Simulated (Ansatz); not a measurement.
# SrMn2As2: the cost of one run

Method: DFT LDA, scalar-relativistic, plane waves, PAW, in Ansatz 0.2.0.

### 1 The system as given

The structure is trigonal, space group P-3m1 (No. 164). The conventional cell has a = 3.996 Å, b = 3.996 Å, c = 7.107 Å, α = 90.00°, β = 90.00°, γ = 120.00°. Sr (site symmetry -3m) has 6 As at 3.05 Å as nearest neighbours. Mn (site symmetry 3m) is surrounded by 4 As at 2.31 to 2.44 Å. As (site symmetry 3m) is surrounded by 4 Mn at 2.31 to 2.44 Å and 3 Sr at 3.05 Å.

As a file:

```cif
data_structure
_symmetry_space_group_name_H-M 'P-3m1'
_symmetry_Int_Tables_number 164
_cell_length_a 3.9961
_cell_length_b 3.9961
_cell_length_c 7.1074
_cell_angle_alpha 90.000
_cell_angle_beta 90.000
_cell_angle_gamma 120.000
_cell_volume 98.29
loop_
_atom_site_label
_atom_site_type_symbol
_atom_site_symmetry_multiplicity
_atom_site_Wyckoff_symbol
_atom_site_fract_x
_atom_site_fract_y
_atom_site_fract_z
_atom_site_occupancy
Sr1 Sr 1 a 0.00000 0.00000 0.00000 1
Mn1 Mn 2 d 0.33333 0.66667 0.60697 1
As1 As 2 d 0.33333 0.66667 0.28153 1
```

Starting moments: Mn 3.01, -3.01 μB.

### 2 Bands and density of states at the final cell

The input, input.yaml:

```yaml
crystal:
  lattice:
    - [3.9960893656, 0.0, 0.0]
    - [-1.9980446828, 3.4607149064, 0.0]
    - [0.0, 0.0, 7.1074248589]
  atoms:
    - { symbol: Sr, position: [0.0, 0.0, 1.0353e-06] }
    - { symbol: Mn, position: [0.3333333333, 0.6666666667, 0.606966818], spin: 3.01 }
    - { symbol: Mn, position: [0.6666666667, 0.3333333333, 0.3930323384], spin: -3.01 }
    - { symbol: As, position: [0.3333333333, 0.6666666667, 0.2815320098] }
    - { symbol: As, position: [0.6666666667, 0.3333333333, 0.7184677985] }
basis:
  ecutwfc: 420
  ecutrho_ratio: 4
kpoints:
  mp_grid: { grid: [12, 12, 6] }
  band_path:
    path:
      - [[0.0, 0.0, 0.0], [0.5, 0.0, 0.0], [0.33333333, 0.33333333, 0.0], [0.0, 0.0, 0.0], [0.0, 0.0, 0.5], [0.5, 0.0, 0.5], [0.33333333, 0.33333333, 0.5], [0.0, 0.0, 0.5]]
      - [[0.5, 0.0, 0.5], [0.5, 0.0, 0.0]]
      - [[0.33333333, 0.33333333, 0.5], [0.33333333, 0.33333333, 0.0]]
    npoints: 14
hamiltonian:
  xc: lda
scf:
  occupations: { method: gaussian, width: 0.05 }
  lower_state_search: "off"
  n_extra_bands: 25
output:
  forces: true
  stress: true
  eigenvalues: true
  populations: true
  dos: { projected: true, de: 0.02, nscf_kmesh: { grid: [18, 18, 9] } }
  bader: true
magnetization:
  spin_polarized: true
checkpoint:
  read: start.run
  write: ck
  compress: false
  write_wavefunctions: false
  write_every: 100000
```

start.run is the folder with the converged state of an earlier run on this cell.

The run is started by

```bash
ansatz run input.yaml --threads 4 --pin off --max-ram 10240MiB --backend cpu --events-out ev --progress --plain --runs-dir out
```

Q: Estimate wall time and peak memory on 4 threads of Arm Neoverse V2, shared host.

About 2.4 min, with a peak of 1.9 GiB.
